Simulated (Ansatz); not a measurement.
# Te2Pb3Se: the cost of one run

Computed with Ansatz 0.2.0 (DFT PBE, scalar-relativistic, plane waves, PAW, unless a step's input says otherwise).

## Step 1: The starting structure

It takes space group Imm2 (No. 44, orthorhombic). Conventional cell: a = 4.562 Å, b = 19.332 Å, c = 4.629 Å, α = 90.00°, β = 90.00°, γ = 90.00°. Around Te (site symmetry m) lie 6 Pb at 3.21 to 3.30 Å. Pb (site symmetry m) has 1 Se at 3.11 Å and 5 Te at 3.21 to 3.30 Å in its first shell of neighbours. Pb (site symmetry mm2) has 2 Se at 3.01 Å and 2 Te at 3.26 Å in its first shell of neighbours. Around Se (site symmetry mm2) lie 4 Pb at 3.01 to 3.11 Å.

Coordinates:

```cif
data_structure
_symmetry_space_group_name_H-M 'P 1'
_symmetry_Int_Tables_number 1
_cell_length_a 10.1976
_cell_length_b 10.1976
_cell_length_c 10.1976
_cell_angle_alpha 154.148
_cell_angle_beta 37.164
_cell_angle_gamma 153.764
_cell_volume 204.12
loop_
_atom_site_label
_atom_site_type_symbol
_atom_site_fract_x
_atom_site_fract_y
_atom_site_fract_z
_atom_site_occupancy
Te1 Te 0.65497 0.98675 0.66822 1
Te2 Te 0.31854 0.98675 0.33178 1
Pb1 Pb 0.84032 0.00130 0.83902 1
Pb2 Pb 0.16228 0.00130 0.16098 1
Pb3 Pb 0.54871 0.04872 0.50000 1
Se1 Se 0.97204 0.97204 0.00000 1
```

The start is the relaxed end of an invented cell (made as: elements ordered on the sites of the TePb type, Te/Se on Te (I4/mmm, No. 139)), taken up again for a closer look.

## Step 2: The guess as it stands, on a coarse mesh

File input.yaml:

```yaml
crystal:
  lattice:
    - [-2.28114, 9.665952, 2.314384]
    - [2.28114, -9.665952, 2.314384]
    - [2.28114, 9.665952, -2.314384]
  atoms:
    - { symbol: Te, position: [0.654969, 0.986753, 0.668216] }
    - { symbol: Te, position: [0.318537, 0.986753, 0.331784] }
    - { symbol: Pb, position: [0.840319, 0.001299, 0.83902] }
    - { symbol: Pb, position: [0.162279, 0.001299, 0.16098] }
    - { symbol: Pb, position: [0.548715, 0.048715, 0.5] }
    - { symbol: Se, position: [0.972037, 0.972037, 0.0] }
basis:
  ecutwfc: 420
kpoints:
  mp_grid: { grid: [6, 6, 6] }
hamiltonian:
  xc: pbe
scf:
  occupations: { method: gaussian, width: 0.1 }
  lower_state_search: "off"
output:
  forces: true
  stress: true
  eigenvalues: true
```

Run with:

```sh
$ ansatz run input.yaml --threads 4 --pin off --max-ram 8192MiB --backend cpu --events-out ev --progress --plain --runs-dir out
```

What time and memory should one allow on 4 threads of AMD EPYC 9R45 (Zen 5), shared host?

About 2.9 s, with a peak of 0.81 GiB.
